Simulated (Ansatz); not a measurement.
# ClHInO radical: a rigid scan of the bond length O1–H4

The task here is to estimate one member of a computed series from the others.

Method: single points in def2-TZVPP; program: Ansatz 0.2.0, Gaussian basis.

Levels: PBE-D4, r2SCAN-D4, PBE0-D4, B3LYP-D4, wB97M-V, Hartree-Fock, MP2, CCSD, CCSD(T). The scan takes 0.829, 0.857, 0.899, 0.947, 1.001, 1.059, 1.121, 1.185, 1.253 Å.

Correlated methods freeze the cores. Filled d shells of the heavier atoms are correlated. Core potentials replace the inner electrons past krypton, and spin-orbit coupling is left out. Orbitals are unrestricted. B3LYP uses VWN-RPA correlation.

22 further runs of the same task are left out: 12 that didn't finish, 10 set aside as unsound or not needed.

### Where the work starts

The minimum, relaxed at PBE0-D4: SMILES `[OH][In][Cl]`, 4 atoms, charge 0, spin multiplicity 2.

Atoms are counted from 1 here; the program's logs count them from 0.

Bond lengths: O1–In2 2.000 Å, O1–H4 0.964 Å, In2–Cl3 2.367 Å. Angles: In2–O1–H4 109.9°, O1–In2–Cl3 116.7°.

Coordinates:

```xyz
4

O    -0.97898    0.72272   -0.66919
In    0.91199    0.64035   -0.02467
Cl    1.56289   -1.33275    1.10916
H    -1.44029   -0.09072   -0.43550
```

Energies of the minimum (eV), from earlier single points: PBE-D4 -19755.47980, r2SCAN-D4 -19762.72363, PBE0-D4 -19756.26855, B3LYP-D4 -19764.91241, wB97M-V -19759.83725, CCSD(T) -19728.05111.

At the minimum the bond length O1–H4 is 0.964 Å.

The first run:

Contents of ccsdt-tzvpp/in.yaml:

```yaml
crystal:
  periodic: [false, false, false]
  atoms:
    - {symbol: O, position_ang: [-0.978985, 0.722722, -0.669195]}
    - {symbol: In, position_ang: [0.911993, 0.640349, -0.024666]}
    - {symbol: Cl, position_ang: [1.562885, -1.332755, 1.109160]}
    - {symbol: H, position_ang: [-1.375732, 0.023125, -0.468205]}
basis:
  gaussian: {orbitals: def2-TZVPP}
magnetization: {spin_polarized: true, initial_magnetization: 1}
correlation: {method: ccsd_t}
scf: {omitted_lower_state_checks: [cluster_reference]}
```

No record of the launch command was kept for these runs.

Among the steps run: O1–H4 = 0.829 Å; O1–H4 = 0.857 Å; O1–H4 = 0.899 Å; O1–H4 = 0.947 Å; O1–H4 = 1.001 Å; O1–H4 = 1.059 Å; O1–H4 = 1.121 Å; O1–H4 = 1.185 Å; O1–H4 = 1.253 Å.

One table of the session follows, with a row left open; its other results are not shown here.

Energies less that of the minimum at the same level (kcal/mol):

| bond length (Å) | PBE-D4 | PBE0-D4 | B3LYP-D4 | wB97M-V | Hartree-Fock |
| --- | --- | --- | --- | --- | --- |
| 0.829 | 16.5 | 14.7 | 15.0 | 14.7 | 11.3 |
| 0.857 | 10.0 | 8.5 | 8.8 | 8.6 | 5.8 |
| 0.899 | 3.7 | 2.8 | 3.0 | 2.8 | 1.1 |
| 0.947 | 0.4 | 0.1 | 0.2 | 0.2 | -0.3 |
| 0.964 (minimum) | 0.0 | 0.0 | 0.0 | 0.0 | 0.0 |
| 1.001 | 0.3 | 0.8 | 0.7 | 0.8 | 1.8 |
| 1.059 | 3.2 | 4.5 | 4.1 | 4.4 | 7.0 |
| 1.121 | ? | ? | ? | ? | ? |
| 1.185 | 15.3 | 18.5 | 17.5 | 18.3 | 24.3 |
| 1.253 | 23.5 | 27.7 | 26.2 | 27.5 | 35.3 |

Q: Estimate the row for bond length (Å) = 1.121 from the others.

Worked estimate for «PBE-D4». A straight line through the neighbours (1.059, 3.2) and (1.185, 15.3) gives 3.2 + (15.3 − 3.2) × (1.121 − 1.059) / (1.185 − 1.059) = 9.2; a parabola fitted to 4 rows on both sides gives 8.5.

**Answer.** PBE-D4: 8.4; PBE0-D4: 10.7; B3LYP-D4: 10.0; wB97M-V: 10.5; Hartree-Fock: 14.8. In «PBE-D4» the line misses by +0.8 and the parabola by +0.1.

Limits of these values: A polynomial through the near points puts the CCSD(T) minimum at the PBE0-D4 value.
